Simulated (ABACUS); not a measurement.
## MoPd: equation of state with PBE

The system is MoPd.

```xyz
2
Lattice="1.3877 0.8012 4.6448 -1.3877 0.8012 4.6448 0.0000 -1.6023 4.6448" Properties=species:S:1:pos:R:3 pbc="T T T"
Pd    0.0000    0.0000    6.9672
Mo    0.0000    0.0000    0.0000
```

The cell comes from a database or a generator and needn't be the stable form of this composition.

| Quantity | Value |
| --- | --- |
| Program | ABACUS 3.10.1 |
| Task | equation of state |
| Functional | PBE |
| Potentials or basis | PseudoDojo NC SR 0.4.1 PBE standard |
| Cutoff | 1116 eV |
| Density cutoff | 4463 eV |
| Basis | plane waves |
| k mesh | 11 × 11 × 11 |
| Occupations | fermi-dirac, width 0.05 eV |
| Spin | no spin polarisation |
| Radial cutoff of the potentials (pseudo_rcut) | 7 bohr |
| SCF threshold on the density | 1e-08 |
| Max SCF steps | 100 |
| Eigensolver | dav |
| Mixing | broyden |
| Mixing share | 0.7 |
| Symmetry key | 1 |

| Property | Result |
| --- | --- |
| Equilibrium volume | 15.40 Å³/atom |
| Bulk modulus at fixed shape and positions | 221 GPa |
| Pressure derivative of the bulk modulus | 4.8 |

Energy against volume, from the lowest point:
| volume (Å³/atom) | energy (meV/atom) |
| --- | --- |
| 14.562 | 34.87 |
| 14.872 | 13.11 |
| 15.182 | 1.87 |
| 15.492 | 0.00 |
| 15.801 | 6.46 |
| 16.111 | 20.34 |
| 16.421 | 40.81 |

All runs of the series together: 12 min on 4 threads of Intel(R) Xeon(R) Platinum 8559C (Emerald Rapids), on a shared host.

Caveat: this set's palladium file may shift the pressure by some GPa; the cell was scaled at fixed shape and fractional positions, which overstates the stiffness of a crystal with free parameters, most of all of layers and chains.
